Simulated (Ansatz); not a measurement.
Runs of Ansatz 0.2.0 on SiO. Symmetry: Pm-3m, No. 221, cubic system. The conventional cell has a = 2.807 Å, b = 2.807 Å, c = 2.807 Å, α = 90.00°, β = 90.00°, γ = 90.00°. Si (site symmetry m-3m) is surrounded by 8 O at 2.43 Å. O (site symmetry m-3m) has 8 Si at 2.43 Å as nearest neighbours. The cell was built by a generator and needn't be a form met in nature.

```tsv
task	level	potentials or basis	cell	k mesh	cutoff (eV)	points for each segment of the path	mesh quality	gap on the mesh (eV)	pressure (GPa)	V0 of scaled cells (Å³/atom)	relaxed volume (Å³/atom)	B0 (GPa)
relaxation of cell and atoms	HSE06	Ansatz PAW	relaxed	5 × 5 × 5	420	-	coarse	0.94	-	-	10.93	-
single point	r2SCANh	Ansatz PAW	as given	5 × 5 × 5	500	-	coarse	(a)	-	-	-	-
relaxation of cell and atoms	HSE03	Ansatz PAW	relaxed	5 × 5 × 5	420	-	coarse	0.78	-	-	10.95	-
equation of state	PBE	Ansatz PAW soft_1	as given	9 × 9 × 9	420	-	not flagged	-	-	11.07	-	130
relaxation of cell and atoms	revPBE+D4	Ansatz PAW	relaxed	9 × 9 × 9	420	-	not flagged	none	0.0	-	(b)	-
equation of state	PBE	Ansatz PAW	as given	9 × 9 × 9	420	-	not flagged	-	-	11.07	-	130
band structure	RPBE	Ansatz PAW	as given	9 × 9 × 9	420	14	not flagged	none	2.8	-	-	-
```

Alike in all rows: no spin polarisation; smearing fermi-dirac 0.05 eV.

Task: Fill in the values left out.

Result: (a) 0.91; (b) 10.78.

Caveats: some runs use coarse meshes; the PAW data sets come from PBE, with cores solved anew for the run's functional, which leaves a small shift of forces and pressure (some runs); odd divisions of the mesh miss points on the zone boundary, where band edges often lie, so the gap on the mesh can be too wide (some runs); the plane-wave basis is chosen anew once the cell has moved, so the energies of steps on either side of that aren't comparable (some runs); the potentials were made for another functional, which shifts forces and pressure (some runs); pairwise dispersion overbinds metals, which lowers pressure and volume (some runs).

A k mesh can miss the band edges.

A gap of «none» marks a metal or a gap under the smearing width.

Not every run made on this cell is shown here.
